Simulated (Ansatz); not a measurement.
# LaReN3: the cost of one run

Program: Ansatz 0.2.0. Level of theory: DFT PBEsol, scalar-relativistic, plane waves, PAW. These are calculated values, not measurements.

2 further runs of the same task are left out: 2 set aside as unsound or not needed. Runs told in other sessions of the task aren't counted.

## Step 1: Starting point

The cell holds 20 atoms (La4N12PbRe3): a = 6.793 Å, b = 6.793 Å, c = 6.793 Å, α = 109.47°, β = 109.47°, γ = 109.47°.

Structure file:

```
La N Pb Re
1.0
    -3.92212    3.92212    3.92212
     3.92212   -3.92212    3.92212
     3.92212    3.92212   -3.92212
La N Pb Re
4 12 1 3
Direct
  0.00000 0.00000 0.00000
  0.50000 0.50000 0.00000
  0.50000 0.00000 0.50000
  0.00000 0.50000 0.50000
  0.50000 0.25000 0.25000
  0.00000 0.75000 0.25000
  0.00000 0.25000 0.75000
  0.50000 0.75000 0.75000
  0.75000 0.50000 0.75000
  0.25000 0.00000 0.75000
  0.25000 0.50000 0.25000
  0.75000 0.00000 0.25000
  0.25000 0.25000 0.50000
  0.75000 0.75000 0.50000
  0.75000 0.25000 0.00000
  0.25000 0.75000 0.00000
  0.50000 0.50000 0.50000
  0.00000 0.00000 0.50000
  0.00000 0.50000 0.00000
  0.50000 0.00000 0.00000
```

The host was relaxed before at PBEsol: a = 3.922 Å, b = 3.922 Å, c = 3.922 Å, α = 90.00°, β = 90.00°, γ = 90.00° (conventional cell), 12.067 Å³/atom.

Places, in fractions of the supercell: Pb in place of Re at (0.500, 0.500, 0.500). The start keeps the symmetry of the ideal site.

## Step 2: The perfect crystal in the supercell of 20 atoms

input.yaml reads:

```yaml
crystal:
  lattice:
    - [-3.922115598, 3.922115598, 3.922115598]
    - [3.922115598, -3.922115598, 3.922115598]
    - [3.922115598, 3.922115598, -3.922115598]
  atoms:
    - { symbol: La, position: [0.0, 0.0, 0.0] }
    - { symbol: La, position: [0.5, 0.5, 0.0] }
    - { symbol: La, position: [0.5, 0.0, 0.5] }
    - { symbol: La, position: [0.0, 0.5, 0.5] }
    - { symbol: "N", position: [0.5, 0.25, 0.25] }
    - { symbol: "N", position: [0.0, 0.75, 0.25] }
    - { symbol: "N", position: [0.0, 0.25, 0.75] }
    - { symbol: "N", position: [0.5, 0.75, 0.75] }
    - { symbol: "N", position: [0.75, 0.5, 0.75] }
    - { symbol: "N", position: [0.25, 0.0, 0.75] }
    - { symbol: "N", position: [0.25, 0.5, 0.25] }
    - { symbol: "N", position: [0.75, 0.0, 0.25] }
    - { symbol: "N", position: [0.25, 0.25, 0.5] }
    - { symbol: "N", position: [0.75, 0.75, 0.5] }
    - { symbol: "N", position: [0.75, 0.25, 0.0] }
    - { symbol: "N", position: [0.25, 0.75, 0.0] }
    - { symbol: Re, position: [0.5, 0.5, 0.5] }
    - { symbol: Re, position: [0.0, 0.0, 0.5] }
    - { symbol: Re, position: [0.0, 0.5, 0.0] }
    - { symbol: Re, position: [0.5, 0.0, 0.0] }
basis:
  ecutwfc: 420
  xc_grid: 2
kpoints:
  mp_grid: { grid: [4, 4, 4], shift: [0.5, 0.5, 0.5] }
hamiltonian:
  xc: pbesol
scf:
  occupations: { method: gaussian, width: 0.05 }
output:
  forces: true
  stress: true
  eigenvalues: true
  write_density: true
  write_potential: true
  elf: true
  volumetric_format: npy
```

Run with:

```console
> ansatz run input.yaml --threads 8 --pin off --max-ram 14336MiB --backend cpu --events-out ev --progress --plain --runs-dir out
```

Q: Estimate wall time and peak memory on 8 threads of Arm Neoverse V1, shared host.

About 2.7 s, with a peak of 1.1 GiB.
